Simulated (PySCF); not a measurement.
# CH8F2Ge2Si: the cost of one run

Programs: PySCF 2.14.0, with density-fitted response routines of our own. Each step states its level of theory. These are calculated values for one molecule in the gas phase, unless marked as measured. Atoms count from 0, in the outputs and in this text.

## 1. Starting geometry

14 atoms, charge 0, multiplicity 1; geometry from: GFN2-xTB.

Bonds of the start (Å): F0–C1 1.39, C1–Ge2 2.00, Ge2–Ge3 2.41, Ge2–Si4 2.35, Si4–F5 1.61, C1–H6 1.09, C1–H7 1.09, Ge2–H8 1.53, Ge3–H9 1.50, Ge3–H10 1.50, Ge3–H11 1.50, Si4–H12 1.46, Si4–H13 1.46.

## 2. Ultraviolet spectrum: wB97X-D/def2-SVPD

What the job is given:

```
{"job": {"kind": "uv", "xc": "wB97X-D", "basis": "def2-SVPD", "nstates": 8, "ntriplets": 3}, "charge": 0, "multiplicity": 1}
F      0.677307     2.032322     1.093526
C      0.107884     1.924893    -0.169215
Ge     0.040176    -0.035835    -0.577815
Ge    -2.104509    -0.836632     0.160047
Si     2.020973    -0.954230     0.291196
F      2.157343    -2.402001    -0.404246
H     -0.870467     2.406371    -0.112910
H      0.745741     2.498794    -0.844348
H     -0.015907    -0.059221    -2.104735
H     -3.174831     0.217330     0.082337
H     -2.640951    -1.992857    -0.630316
H     -2.132473    -1.299756     1.587889
H      1.955527    -1.245104     1.716295
H      3.233510    -0.254546    -0.109871
```

Level: TDDFT wB97X-D/def2-SVPD, vertical, gas phase, core orbitals frozen in the response.

Command:

```
$ OMP_NUM_THREADS=1 python probes_run.py task.json out
```

The driver reads the jobs from task.json and runs them one after another.

**Question.** How long does this job take on 1 thread of Arm Neoverse N1, shared host, and how much memory does it need?

About 2.1 min, with a peak of 1 GiB.
